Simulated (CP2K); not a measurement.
# Ta3Cu under changes of volume

One of the cells (16.942 Å³/atom); the others are scaled copies at fixed shape and fractional positions:

```
Ta Cu
1.0
     5.07551    0.00000    0.00000
     1.90258    4.70543    0.00000
    -3.48905   -2.35271    2.83763
Ta Cu
3 1
Direct
  0.50000 0.50000 0.00000
  0.25000 0.75000 0.50000
  0.75000 0.25000 0.50000
  0.00000 0.00000 0.00000
```

The cell comes from a database or a generator and needn't be the stable form of this composition.

| Quantity | Value |
| --- | --- |
| Program | CP2K 2026.2 |
| Functional | PBE |
| Potentials or basis | POTENTIAL_UZH Ta GTH-PBE-q13, Cu GTH-PBE-q11; TZVP-MOLOPT-PBE-GTH basis |
| Density cutoff | 6123 eV |
| k mesh | 9 × 9 × 9 |
| Occupations | fermi-dirac, width 0.05 eV |
| Spin | no spin polarisation |

| volume (Å³/atom) | energy over the lowest point (meV/atom) | pressure (GPa) |
| --- | --- | --- |
| 15.926 | ? | ? |
| 16.265 | 16.56 | 8.1 |
| 16.604 | 4.07 | 3.9 |
| 16.942 | 0.00 | 0.0 |
| 17.281 | 3.66 | -3.4 |
| 17.620 | 14.31 | -6.6 |
| 17.959 | 31.31 | -9.4 |

**Question.** What does the run at 15.926 Å³/atom give?

**Answer.** Energy over the lowest point 38.48 meV/atom; pressure 12.7 GPa.

Worked out: A Birch-Murnaghan fit of order 3 (a polynomial in V^(-2/3)) to the other rows has its minimum at 16.95 Å³/atom with B0 = V·E''(V) = 182 GPa and B' = 3.8 at fixed shape and positions, which overstates the stiffness. It gives 38.40 meV/atom at 15.926 Å³/atom, against the run's 38.48, and -dE/dV = 12.7 GPa, against 12.7.

Energies are extrapolated to zero smearing.

Caveats: the basis of atomic orbitals isn't converged, which shifts pressures, moduli and gaps.
